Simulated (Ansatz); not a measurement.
Geometry optimisation, Ansatz, DFT LDA, scalar-relativistic, plane waves, PAW.

input.yaml

```yaml
crystal:
  lattice:
    - [2.04522, 5.89812, 4.090323]
    - [2.04522, -5.89812, 4.090323]
    - [8.180879, 0.0, 0.0]
  atoms:
    - { symbol: Sn, position: [0.0032178, 0.7467822, 0.0625] }
    - { symbol: Sn, position: [0.4967822, 0.7532178, 0.1875] }
    - { symbol: S, position: [0.2211255, 0.5288745, 0.0625] }
    - { symbol: S, position: [0.2788745, 0.9711255, 0.1875] }
    - { symbol: Sn, position: [0.0032178, 0.7467822, 0.5625] }
    - { symbol: Sn, position: [0.4967822, 0.7532178, 0.6875] }
    - { symbol: S, position: [0.2211255, 0.5288745, 0.5625] }
    - { symbol: S, position: [0.2788745, 0.9711255, 0.6875] }
    - { symbol: Sn, position: [0.5032178, 0.2467822, 0.3125] }
    - { symbol: Sn, position: [0.9967822, 0.2532178, 0.4375] }
    - { symbol: S, position: [0.7211255, 0.0288745, 0.3125] }
    - { symbol: S, position: [0.7788745, 0.4711255, 0.4375] }
    - { symbol: Sn, position: [0.5032178, 0.2467822, 0.8125] }
    - { symbol: Sn, position: [0.9967822, 0.2532178, 0.9375] }
    - { symbol: S, position: [0.7211255, 0.0288745, 0.8125] }
    - { symbol: S, position: [0.7788745, 0.4711255, 0.9375] }
    - { symbol: O, position: [0.3403621, 0.876125, 0.9510981], spin: 1.0 }
magnetization:
  spin_polarized: true
basis:
  ecutwfc: 420.0
kpoints:
  mp_grid: { grid: [1, 1, 1] }
hamiltonian:
  xc: lda
scf:
  occupations: { method: fermi_dirac, width: 0.05 }
  lower_state_search: "off"
relax:
  f_tol: 0.08
  max_steps: 25
  adjacent_minimum: "off"
output:
  write_density: true
  write_potential: true
  elf: true
  volumetric_format: npy
```

Command:

```bash
$ ansatz run input.yaml --threads 2 --pin off --max-ram 5120MiB --backend cpu --events-out ev --progress --plain --runs-dir out
```

**Question.** Where does it end, and by what steps?

**Answer.** The run converged. The threshold is loose, so the end isn't yet a minimum. Limits of this set-up: coarse k mesh, a small cell, in which the defect meets its images, a typed lattice constant that wasn't relaxed here. After 13 steps the energy has fallen by 3.034 eV; O17 moved furthest, 1.86 Å. Joined: Sn1–Sn2 (3.65 → 3.26 Å).

```csv
step,energy less start (eV),largest force component (eV/Å),accepted
0,0.0000,2.402,yes
1,-1.0112,2.130,yes
2,-1.5205,1.342,yes
3,-1.9124,1.434,yes
4,-2.2765,1.276,yes
5,-2.5330,0.453,yes
6,-2.6890,0.322,yes
7,-2.8252,0.282,yes
8,-2.9001,0.419,yes
9,-2.9564,0.602,yes
10,-3.0035,0.500,yes
11,-3.0198,0.207,yes
12,-3.0227,0.144,yes
13,-3.0342,0.064,yes
```

```xyz
17
Lattice="2.0452 5.8981 4.0903 2.0452 -5.8981 4.0903 8.1809 0.0000 0.0000" Properties=species:S:1:pos:R:3
Sn 1.815 -4.495 3.181
Sn 3.915 -1.206 5.316
S 1.973 -1.900 2.943
S 4.471 -3.783 5.070
Sn 6.157 -4.222 3.034
Sn 8.116 -1.408 5.138
S 6.140 -1.601 2.968
S 8.052 -4.043 5.036
Sn 4.031 1.675 3.149
Sn 6.056 4.567 5.299
S 4.004 4.286 2.961
S 6.106 1.953 5.152
Sn 7.907 1.530 3.211
Sn 10.172 4.321 5.131
S 8.154 4.130 3.026
S 10.038 1.714 4.942
O 11.334 -4.679 4.863
```

Whether the end is a true minimum wasn't checked by a vibrational analysis.

Run time: 45 s on 2 threads of Arm Neoverse V2, with other jobs on the host, peak memory 0.55 GiB.
